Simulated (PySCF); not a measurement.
Runs of PySCF 2.14.0 on BNH4. The cell holds a molecule in a box, 6 atoms: a = 11.000 Å, b = 12.000 Å, c = 11.000 Å, α = 90.00°, β = 90.00°, γ = 90.00°. 

| task | level | three-body dispersion term | conv_tol | exxdiv | grid for exchange and correlation | frozen core bands | gap on the mesh (eV) |
| --- | --- | --- | --- | --- | --- | --- | --- |
| atomic charges | TPSSh+D4 | yes | 1e-07 Ha | ewald | Becke, atom-centred | - | 8.62 |
| CCSD(T) correlation energy | HF | - | 1e-08 Ha | ewald | - | 2 | (b) |
| excitation energies (Tamm-Dancoff) | PBE0 | - | 1e-08 Ha | ewald | Becke, atom-centred | 2 | 9.91 |
| atomic charges | rSCAN+D4 | yes | 1e-07 Ha | - | Becke, atom-centred | - | 7.92 |
| atomic charges | SOGGA11 | - | 1e-07 Ha | - | Becke, atom-centred | - | (a) |
| atomic charges | AM05 | - | 1e-07 Ha | - | Becke, atom-centred | - | 7.28 |

Alike in all rows: potentials or basis pob-tzvp-rev2 (all-electron); no spin polarisation; cell as given; k mesh 1 × 1 × 1; smearing fixed.

**Question.** Estimate the missing entries.

**Answer.** (a) 7.41; (b) 17.83.

Caveats: this is a molecule in a periodic box at the Γ point, so its band gap is the HOMO-LUMO gap; the basis of atomic orbitals isn't converged, which shifts pressures, moduli and gaps; this basis is made for solids and lacks diffuse functions, so gaps of a molecule come out too wide by an eV or more; the basis is small and the box finite, so much correlation energy is missing and levels can be off by tenths of an eV (some runs); the iterative solver can pass over a root and still report convergence (some runs).

A k mesh can miss the band edges.

Not every run made on this cell is shown here.
